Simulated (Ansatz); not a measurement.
# doublet [CH7ClSi2]+: levels of theory compared

Wanted: a comparison of 6 runs (UHF/STO-3G, UHF/3-21G, UB3LYP/6-31G*, U-r2SCAN/def2-SVP, UB3LYP/def2-SVP, USVWN5/def2-SVP) of doublet [CH7ClSi2]+. 

Program for the calculation: Ansatz 0.2.0.

49 further runs of the same task are left out: 49 set aside as unsound or not needed.

### Step 1. The molecule

[CH7ClSi2]+ has 11 atoms, charge +1, and is taken as a doublet. SMILES of the parent species: `[SiH3]C[SiH2]Cl`. The shape is that of a PBE0-D4/def2-TZVP optimisation. This is one conformer, not always the lowest. That shape belongs to the parent species and isn't relaxed for this state.

Bond lengths: Si1–C2 1.877 Å, C2–Si3 1.856 Å, Si3–Cl4 2.062 Å, Si1–H5 1.486 Å, Si1–H6 1.487 Å, Si1–H7 1.487 Å, C2–H8 1.095 Å, C2–H9 1.095 Å, Si3–H10 1.483 Å, Si3–H11 1.483 Å. Some angles: Si1–C2–Si3 114.4°, C2–Si3–Cl4 110.3°, Si1–C2–H8 108.8°, Si1–C2–H9 108.8°, Si3–C2–H8 108.7°, Si3–C2–H9 108.7°, C2–Si1–H5 110.5°, C2–Si1–H6 110.2°, C2–Si1–H7 110.2°, C2–Si3–H10 111.0°.

### Step 2. The energy at UHF/STO-3G (run 1)

Contents of input.yaml:

```yaml
crystal:
  periodic: [false, false, false]
  atoms:
    - symbol: Si
      position_ang: [1.006300, 1.285600, -0.182900]
    - symbol: C
      position_ang: [-0.570400, 0.282700, -0.356100]
    - symbol: Si
      position_ang: [-0.499800, -1.397400, 0.429000]
    - symbol: Cl
      position_ang: [-2.287500, -2.388300, 0.158700]
    - symbol: H
      position_ang: [0.854300, 2.610700, -0.838800]
    - symbol: H
      position_ang: [1.323900, 1.497600, 1.254200]
    - symbol: H
      position_ang: [2.143300, 0.566700, -0.816300]
    - symbol: H
      position_ang: [-1.397400, 0.844300, 0.091100]
    - symbol: H
      position_ang: [-0.797200, 0.162700, -1.420800]
    - symbol: H
      position_ang: [0.561500, -2.228800, -0.187700]
    - symbol: H
      position_ang: [-0.271500, -1.292800, 1.890200]
basis:
  gaussian:
    orbitals: STO-3G
total_charge: 1
magnetization:
  spin_polarized: true
  initial_magnetization: 1
hamiltonian:
  xc: hf
accuracy: high
output:
  orbitals: {seedname: orbitals}
```

Command:

```bash
ansatz run input.yaml --threads 1 --pin off --max-ram 2610MiB --events-out events.jsonl --progress --plain --runs-dir runs
```

Log:

```text
Warning: RAYON_NUM_THREADS=1 ignored (pool sized by the plan → 1); use --threads N
Functional definition: HF
  name "HF"
  exchange = exact_x
  correlation = 0
790 factors; integrals over basis functions are off by at most 1.1e-8 eV
mean field evaluation 1: about -29032.4060 eV, gradient 1.3e1 eV
mean field evaluation 2: about -29032.4658 eV, gradient 1.3e1 eV
mean field evaluation 4: about -29034.7490 eV, gradient 1.9e0 eV
mean field evaluation 8: about -29035.0123 eV, gradient 2.7e-1 eV
mean field evaluation 16: about -29035.1281 eV, gradient 1.8e-1 eV
mean field evaluation 32: about -29035.0730 eV, gradient 1.1e-1 eV
mean field evaluation 64: about -29033.6943 eV, gradient 2.6e0 eV
mean field evaluation 96: about -29035.0081 eV, gradient 1.7e-1 eV
mean field evaluation 128: about -29035.0409 eV, gradient 3.7e-1 eV
mean field evaluation 160: about -29034.9259 eV, gradient 7.6e-1 eV
mean field -29035.12693137 eV, -1067.0212340118 hartree, gradient 1.9e-8 eV, S^2 0.756504; 3 other end points of the search recorded, 0 dependent functions left out
reference -29035.12693137 eV, -1067.0212340118 hartree; 29, 28 occupied and 10, 11 virtual orbitals, 790 factors
Total energy: -29035.12693137 eV, -1067.0212340118 hartree
```

Wall time 1.9 s (1 thread of Arm Neoverse V2, shared host); peak memory 0.12 GiB.

### Step 3. A single-point energy at UHF/3-21G (run 2)

Contents of run.yaml:

```yaml
crystal:
  periodic: [false, false, false]
  atoms:
    - symbol: Si
      position_ang: [1.006300, 1.285600, -0.182900]
    - symbol: C
      position_ang: [-0.570400, 0.282700, -0.356100]
    - symbol: Si
      position_ang: [-0.499800, -1.397400, 0.429000]
    - symbol: Cl
      position_ang: [-2.287500, -2.388300, 0.158700]
    - symbol: H
      position_ang: [0.854300, 2.610700, -0.838800]
    - symbol: H
      position_ang: [1.323900, 1.497600, 1.254200]
    - symbol: H
      position_ang: [2.143300, 0.566700, -0.816300]
    - symbol: H
      position_ang: [-1.397400, 0.844300, 0.091100]
    - symbol: H
      position_ang: [-0.797200, 0.162700, -1.420800]
    - symbol: H
      position_ang: [0.561500, -2.228800, -0.187700]
    - symbol: H
      position_ang: [-0.271500, -1.292800, 1.890200]
basis:
  gaussian:
    orbitals: 3-21G.json
total_charge: 1
magnetization:
  spin_polarized: true
  initial_magnetization: 1
hamiltonian:
  xc: hf
accuracy: high
output: {orbitals: {seedname: orbitals}}
```

The basis set 3-21G is read from a file made from the Basis Set Exchange's data (not shown).

Command:

```bash
ansatz run run.yaml --threads 1 --pin off --max-ram 2610MiB --events-out events.jsonl --progress --plain --runs-dir runs
```

Log (excerpt; [...] marks lines left out):

```text
Warning: RAYON_NUM_THREADS=1 ignored (pool sized by the plan → 1); use --threads N
[... 2 set-up lines as earlier in the session ...]
[...]
1486 factors; integrals over basis functions are off by at most 6.7e-9 eV
[...]
mean field -29210.21203182 eV, -1073.4554927766 hartree, gradient 8.2e-8 eV, S^2 0.760567; 3 other end points of the search recorded, 0 dependent functions left out
reference -29210.21203182 eV, -1073.4554927766 hartree; 29, 28 occupied and 33, 34 virtual orbitals, 1486 factors
Total energy: -29210.21203182 eV, -1073.4554927766 hartree
```

It took 6.3 s on 1 thread of Arm Neoverse V2, shared host; peak memory 0.28 GiB.

Runs 3 to 5 aren't shown in full; the table further down has their settings and results.

### Step 4. A single-point energy at USVWN5/def2-SVP (run 6)

Contents of run.yaml:

```yaml
crystal:
  periodic: [false, false, false]
  atoms:
    - {symbol: Si, position_ang: [1.006300, 1.285600, -0.182900]}
    - {symbol: C, position_ang: [-0.570400, 0.282700, -0.356100]}
    - {symbol: Si, position_ang: [-0.499800, -1.397400, 0.429000]}
    - {symbol: Cl, position_ang: [-2.287500, -2.388300, 0.158700]}
    - {symbol: H, position_ang: [0.854300, 2.610700, -0.838800]}
    - {symbol: H, position_ang: [1.323900, 1.497600, 1.254200]}
    - {symbol: H, position_ang: [2.143300, 0.566700, -0.816300]}
    - {symbol: H, position_ang: [-1.397400, 0.844300, 0.091100]}
    - {symbol: H, position_ang: [-0.797200, 0.162700, -1.420800]}
    - {symbol: H, position_ang: [0.561500, -2.228800, -0.187700]}
    - {symbol: H, position_ang: [-0.271500, -1.292800, 1.890200]}
basis:
  gaussian: {orbitals: def2-SVP}
hamiltonian: {xc: {name: SVWN5}}
magnetization: {spin_polarized: true, initial_magnetization: 1}
output: {orbitals: {seedname: orbitals}}
accuracy: high
total_charge: 1
```

Command:

```bash
ansatz run run.yaml --threads 1 --pin off --max-ram 2610MiB --events-out events.jsonl --progress --plain --runs-dir runs
```

Log:

```text
Warning: RAYON_NUM_THREADS=1 ignored (pool sized by the plan → 1); use --threads N
Functional definition: SVWN5
  name "SVWN5"
  exchange = slater_x
  correlation = vwn5_c
2288 factors; integrals over basis functions are off by at most 1.0e-8 eV
mean field evaluation 1: about -29281.1460 eV, gradient 5.1e1 eV
mean field evaluation 2: about -29229.8273 eV, gradient 9.1e1 eV
mean field evaluation 4: about -29290.7388 eV, gradient 2.0e1 eV
mean field evaluation 8: about -29295.0053 eV, gradient 6.7e0 eV
mean field evaluation 16: about -29295.5897 eV, gradient 9.8e-2 eV
mean field evaluation 32: about -29293.5851 eV, gradient 4.4e0 eV
mean field evaluation 64: about -29295.3201 eV, gradient 1.4e0 eV
mean field -29295.59082981 eV, -1076.5931057310 hartree, gradient 1.6e-8 eV, S^2 0.751351; 10 other end points of the search recorded, 0 dependent functions left out
reference -29295.59083348 eV, -1076.5931058656 hartree; 29, 28 occupied and 74, 75 virtual orbitals, 2288 factors
Total energy: -29295.59083348 eV, -1076.5931058656 hartree
```

Wall time 19 s (1 thread of Arm Neoverse V2, shared host); peak memory 0.35 GiB.

### Step 5. The series

| run | level | energy (Eh) | HOMO energy (eV) | LUMO energy (eV) | ⟨S²⟩ | wall time |
| --- | --- | --- | --- | --- | --- | --- |
| 1 | UHF/STO-3G | -1067.021234 | -15.10 | -8.02 | 0.757 | 1.9 s |
| 2 | UHF/3-21G | -1073.455493 | -16.58 | -9.40 | 0.761 | 6.3 s |
| 3 | UB3LYP/6-31G* (spherical functions) | -1081.163410 | -14.08 | -12.62 | 0.755 | 38 s |
| 4 | U-r2SCAN/def2-SVP | -1080.704992 | -13.24 | -13.05 | 0.755 | 70 s |
| 5 | UB3LYP/def2-SVP | -1080.867060 | -14.05 | -12.62 | 0.755 | 49 s |
| 6 | USVWN5/def2-SVP | -1076.593106 | -12.81 | – | 0.751 | 19 s |

### Step 6. What came out

| quantity | value |
| --- | --- |
| run 6: total energy | -1076.59311 Eh |
| run 6: HOMO energy (highest over α and β) | -12.81 eV |
| run 6: ⟨S²⟩ | 0.751 |

In words: Totals of different functionals can't be ranked against each other. In run 1 the basis is minimal, so the values are rough. All runs together took 3.1 min, the longest 70 s.
